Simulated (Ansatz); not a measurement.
# BF2H3N: the cost of one run

Program: Ansatz 0.2.0. Level of theory: UKS PBE/def2-SVP. These are calculated values, not measurements.

**1. Starting point**

Bond lengths: B1–F2 1.570 Å, B1–F3 1.320 Å, B1–H4 1.190 Å, N5–H6 1.060 Å, N5–H7 1.060 Å. Angles: F2–B1–F3 120.0°, F2–B1–H4 120.0°, F3–B1–H4 120.0°, H6–N5–H7 120.0°.

Structure file:

```xyz
7

B     0.0000    0.0000    0.0000
F     0.0000    0.0000    1.5700
F     1.1431    0.0000   -0.6600
H    -1.0305    0.0000   -0.5950
N     0.0000    0.0000    3.1500
H    -0.4960   -0.7725    3.6800
H     0.4960    0.7725    3.6800
```

**2. A restrained relaxation towards end A**

Springs on the bonds that form and break draw the guess towards this end; the thresholds are loose.

Contents of input.yaml:

```yaml
crystal:
  periodic: [false, false, false]
  atoms:
    - { symbol: B, position_ang: [0.0, 0.0, 0.0] }
    - { symbol: F, position_ang: [0.0, 0.0, 1.57] }
    - { symbol: F, position_ang: [1.1431, 0.0, -0.66] }
    - { symbol: H, position_ang: [-1.0305, 0.0, -0.595] }
    - { symbol: "N", position_ang: [0.0, 0.0, 3.15] }
    - { symbol: H, position_ang: [-0.496, -0.7725, 3.68] }
    - { symbol: H, position_ang: [0.496, 0.7725, 3.68] }
magnetization:
  spin_polarized: true
  initial_magnetization: 1
basis:
  gaussian: { orbitals: def2-SVP }
hamiltonian:
  xc: pbe
relax:
  f_tol: 0.15
  max_steps: 25
  restrain:
    - { distance: [1, 4], at: 2.48, k: 30.0 }
    - { distance: [0, 1], at: 1.32, k: 30.0 }
```

On the command line:

```console
$ ansatz run input.yaml --threads 2 --pin off --max-ram 3072MiB --backend cpu --events-out ev --progress --plain --runs-dir out
```

What time and memory should one allow on 2 threads of Arm Neoverse V2, shared host?

About 14 s, with a peak of 0.15 GiB.
